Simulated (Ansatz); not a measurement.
# C₅H₉AlO₄: small, medium and large basis sets

The task here is to estimate one member of a computed series from the others.

Computed with Ansatz 0.2.0, Gaussian basis. Level: one geometry, several basis sets.

Levels to be run: PBE0-D4/def2-SVP; ωB97M-V/def2-SVP; PBE0-D4/def2-QZVPP; ωB97M-V/def2-QZVPP; the functionals' def2-TZVPP values are taken from earlier runs.

### The relaxed structure

All runs share one geometry, relaxed beforehand with PBE0-D4 in a triple-zeta def2 set.

SMILES `CC1=CC(C)=[O+][Al-]([OH])([OH])[O]1`, 19 atoms, charge 0, spin multiplicity 1.

Atoms are counted from 1 here; the program's logs count them from 0.

Bond lengths: C1–C2 1.491 Å, C1–H11 1.093 Å, C1–H12 1.088 Å, C1–H13 1.093 Å, C2–C3 1.395 Å, C2–O10 1.274 Å, C3–C4 1.395 Å, C3–H14 1.080 Å, C4–C5 1.491 Å, C4–O6 1.274 Å, C5–H15 1.088 Å, C5–H16 1.093 Å, C5–H17 1.093 Å, O6–Al7 1.819 Å, Al7–O8 1.703 Å, Al7–O9 1.703 Å, Al7–O10 1.819 Å, O8–H18 0.953 Å and more. Angles: C2–C1–H11 108.8°, C2–C1–H12 112.5°, C2–C1–H13 109.1°, H11–C1–H12 109.6°, H11–C1–H13 106.9°, H12–C1–H13 109.8°, C1–C2–C3 120.6°, C1–C2–O10 115.6°, C3–C2–O10 123.8°, C2–C3–C4 122.8°, C2–C3–H14 118.6°, C4–C3–H14 118.6°, C3–C4–C5 120.6°, C3–C4–O6 123.8°, C5–C4–O6 115.6°, C4–C5–H15 112.5°, C4–C5–H16 109.1°, C4–C5–H17 108.8° and more.

Set-up of the first run:

The input, in.yaml:

```yaml
crystal:
  periodic: [false, false, false]
  atoms:
    - {symbol: C, position_ang: [2.188687, -1.133510, -1.343641]}
    - {symbol: C, position_ang: [1.085172, -0.522907, -0.548479]}
    - {symbol: C, position_ang: [-0.200015, -0.417601, -1.080362]}
    - {symbol: C, position_ang: [-1.269771, 0.125099, -0.368479]}
    - {symbol: C, position_ang: [-2.629964, 0.192439, -0.975323]}
    - {symbol: O, position_ang: [-1.171839, 0.584114, 0.815444]}
    - {symbol: Al, position_ang: [0.350527, 0.785577, 1.791011]}
    - {symbol: O, position_ang: [0.258379, 0.026663, 3.312923]}
    - {symbol: O, position_ang: [0.800478, 2.427699, 1.773107]}
    - {symbol: O, position_ang: [1.402904, -0.124394, 0.618655]}
    - {symbol: H, position_ang: [2.981365, -0.392286, -1.472897]}
    - {symbol: H, position_ang: [1.854876, -1.484580, -2.318113]}
    - {symbol: H, position_ang: [2.618900, -1.964144, -0.779196]}
    - {symbol: H, position_ang: [-0.377294, -0.783994, -2.080722]}
    - {symbol: H, position_ang: [-2.662338, -0.239161, -1.973791]}
    - {symbol: H, position_ang: [-3.337498, -0.327493, -0.325144]}
    - {symbol: H, position_ang: [-2.945552, 1.237920, -1.017363]}
    - {symbol: H, position_ang: [0.019238, -0.886755, 3.444649]}
    - {symbol: H, position_ang: [0.992046, 2.893015, 2.584122]}
basis:
  gaussian: {orbitals: def2-SVP}
hamiltonian: {xc: pbe0, dispersion: d4}
output: {orbitals: {seedname: orbitals}}
```

Run with:

```sh
$ ansatz run in.yaml --threads 4 --pin off --events-out ev --progress --plain --max-ram 46080MiB --backend cpu
```

Among the steps run: PBE0-D4 in def2-SVP; ωB97M-V in def2-SVP; PBE0-D4 in def2-QZVPP; ωB97M-V in def2-QZVPP.

One of the session's tables, all rows but one given; the rest of the session is left out.

It belongs to the step «Density functionals: the series». 

```
functional       basis  HOMO (eV)  LUMO (eV)
   PBE0-D4    def2-SVP          ?          ?
   PBE0-D4  def2-TZVPP      -7.50      -1.97
   PBE0-D4  def2-QZVPP      -7.54      -2.01
   ωB97M-V    def2-SVP      -9.56       0.25
   ωB97M-V  def2-TZVPP      -9.63       0.12
   ωB97M-V  def2-QZVPP      -9.67       0.07
```

Estimate the missing values for PBE0-D4, def2-SVP.

The run gave: HOMO (eV): -7.45; LUMO (eV): -1.87. In the column «HOMO (eV)» it is the highest.
